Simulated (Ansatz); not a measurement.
# SbH2O radical (SMILES [OH][SbH]): single points off equilibrium

One table from this session's results is given with a row withheld; the runs are named, their logs left out.

Program: Ansatz 0.2.0, Gaussian basis. Level of theory: single points in def2-TZVPP. These are calculated values, not measurements.

Correlated methods freeze the cores. Filled d shells of the heavier atoms are correlated. Core potentials replace the inner electrons past krypton, and spin-orbit coupling is left out. Orbitals are unrestricted.

### Starting geometry

SMILES `[OH][SbH]`, 4 atoms, charge 0, spin multiplicity 2.

Atoms are counted from 1 here; the program's logs count them from 0.

Bond lengths: O1–Sb2 2.037 Å, O1–H3 0.942 Å, Sb2–H4 1.891 Å. Angles: Sb2–O1–H3 122.9°, O1–Sb2–H4 89.2°.

Coordinates:

```xyz
4
charge 0, multiplicity 2
O    -0.16060   -0.81150    0.43010
Sb    0.69730    0.87200   -0.33150
H     0.34010   -1.55330    0.72360
H    -1.02440    1.51990   -0.76870
```

Set-up of the first run:

run/in.yaml

```yaml
crystal:
  periodic: [false, false, false]
  atoms:
    - {symbol: O, position_ang: [-0.160600, -0.811500, 0.430100]}
    - {symbol: Sb, position_ang: [0.697300, 0.872000, -0.331500]}
    - {symbol: H, position_ang: [0.340100, -1.553300, 0.723600]}
    - {symbol: H, position_ang: [-1.024400, 1.519900, -0.768700]}
basis:
  gaussian: {orbitals: def2-TZVPP}
magnetization: {spin_polarized: true, initial_magnetization: 1}
correlation: {method: ccsd_t}
scf: {omitted_lower_state_checks: [cluster_reference]}
output: {forces: true}
```

The command line of these runs was not kept.

Steps of the session up to this table: CCSD(T)/def2-TZVPP; PBE0-D4/def2-TZVPP; wB97M-V/def2-TZVPP; r2SCAN-D4/def2-TZVPP; PBE-D4/def2-TZVPP; SPW92/def2-TZVPP; BHLYP-D4/def2-TZVPP.

One of the session's tables, all rows but one given; the rest of the session is left out.

| method | RMS force component (eV/Å) | angle to CCSD(T) forces (°) | dipole (D) |
| --- | --- | --- | --- |
| CCSD(T) | 1.044 | reference | 1.98 |
| PBE0-D4 | 1.015 | 2.8 | 2.00 |
| wB97M-V | 1.070 | 4.3 | 2.12 |
| r2SCAN-D4 | 1.001 | 2.6 | 1.93 |
| PBE-D4 | 0.979 | 15.9 | 1.89 |
| SPW92 | 1.154 | 13.2 | 1.82 |
| BHLYP-D4 | ? | ? | ? |

**Question.** Estimate the row for BHLYP-D4.

**Answer.** RMS force component (eV/Å): 1.036; angle to CCSD(T) forces (°): 15.2; dipole (D): 2.22. In the column «RMS force component (eV/Å)» it lies between PBE0-D4 (1.015) and CCSD(T) (1.044).
